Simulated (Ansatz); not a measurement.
**Re: stress in a strained cell**

Aim: deform Re (equal xy, yz and zx engineering shear strains of -2 %) and compute stress, forces and field gradients with LAPW, PAW and all-electron datasets made for the crystal.

Computed with Ansatz 0.2.0 (DFT PBEsol, scalar-relativistic, unless a step's input says otherwise).

### Step 1. The structure to begin with

It takes space group Fm-3m (No. 225, cubic). The conventional cell has a = 3.950 Å, b = 3.950 Å, c = 3.950 Å, α = 90.00°, β = 90.00°, γ = 90.00°. Re (site symmetry m-3m) has 12 Re at 2.79 Å as nearest neighbours.

Structure file:

```
CELL_PARAMETERS angstrom
0.00000 1.97500 1.97500
1.97500 0.00000 1.97500
1.97500 1.97500 0.00000
ATOMIC_POSITIONS crystal
Re 0.00000 0.00000 0.00000
```

### Step 2. The deformed structure

Space group Fm-3m before, R-3m after.

### Step 3. All-electron LAPW

input.yaml

```yaml
crystal:
  lattice:
    - [-0.0395, 1.95525, 1.95525]
    - [1.95525, -0.0395, 1.95525]
    - [1.95525, 1.95525, -0.0395]
  atoms:
    - { symbol: Re, position: [0.0, 0.0, 0.0] }
kpoints:
  mp_grid: { grid: [14, 14, 14] }
  band_path:
    path:
      - [0.0, 0.0, 0.0]
      - [0.5, 0.5, 0.5]
      - [0.2551801333, 0.5, 0.7448198667]
      - [-0.2551801333, 0.2551801333, 0.5]
      - [0.0, 0.0, 0.5]
      - [0.0, 0.0, 0.0]
      - [-0.3775900666, 0.0, 0.3775900666]
      - [0.0, 0.3775900666, 0.6224099334]
      - [0.0, 0.5, 0.5]
    npoints: 5
scf:
  occupations: { method: fermi_dirac, width: 0.05 }
hamiltonian:
  xc: pbesol
  pseudopotentials: { kind: all_electron, lapw: { basis_error: 0.00025 } }
output:
  forces: true
  stress: true
  eigenvalues: true
```

On the command line:

```console
ansatz run input.yaml --threads 1 --pin off --max-ram 3072MiB --backend cpu --events-out ev --progress --plain --runs-dir out
```

### Step 4. PAW with frozen cores

input.yaml

```yaml
crystal:
  lattice:
    - [-0.0395, 1.95525, 1.95525]
    - [1.95525, -0.0395, 1.95525]
    - [1.95525, 1.95525, -0.0395]
  atoms:
    - { symbol: Re, position: [0.0, 0.0, 0.0] }
kpoints:
  mp_grid: { grid: [14, 14, 14] }
scf:
  occupations: { method: fermi_dirac, width: 0.05 }
hamiltonian:
  xc: pbesol
  pseudopotentials: { kind: paw }
output:
  forces: true
  stress: true
  eigenvalues: true
  efg: { contact_densities: true }
```

### Step 5. All-electron PAW on datasets made for the crystal

Changes to input.yaml since step 4:

```diff
@@ -13,3 +13,3 @@
   xc: pbesol
-  pseudopotentials: { kind: paw }
+  pseudopotentials: { kind: all_electron, datasets: crystal }
 output:
```

(Steps that only read results are left out.)

Before running it: what results should come out? Wanted: pressure; largest shear or deviatoric stress.

The runs gave:

| quantity | value |
| --- | --- |
| pressure | LAPW -17.97, PAW -18.10, crystal datasets -17.97 GPa |
| largest shear or deviatoric stress (LAPW) | 3.23 GPa |

In words: The largest part of the stress beyond the pressure is 3.23 GPa in size. No run of the undeformed cell stands beside it, so the pressure holds what the given cell had before the change. PAW: stress within 0.12 GPa of LAPW. Crystal datasets: stress within 0.01 GPa of LAPW. Spin-orbit coupling is left out, though the cell holds Re; in elements this heavy it can shift bands and gaps by tenths of an eV.
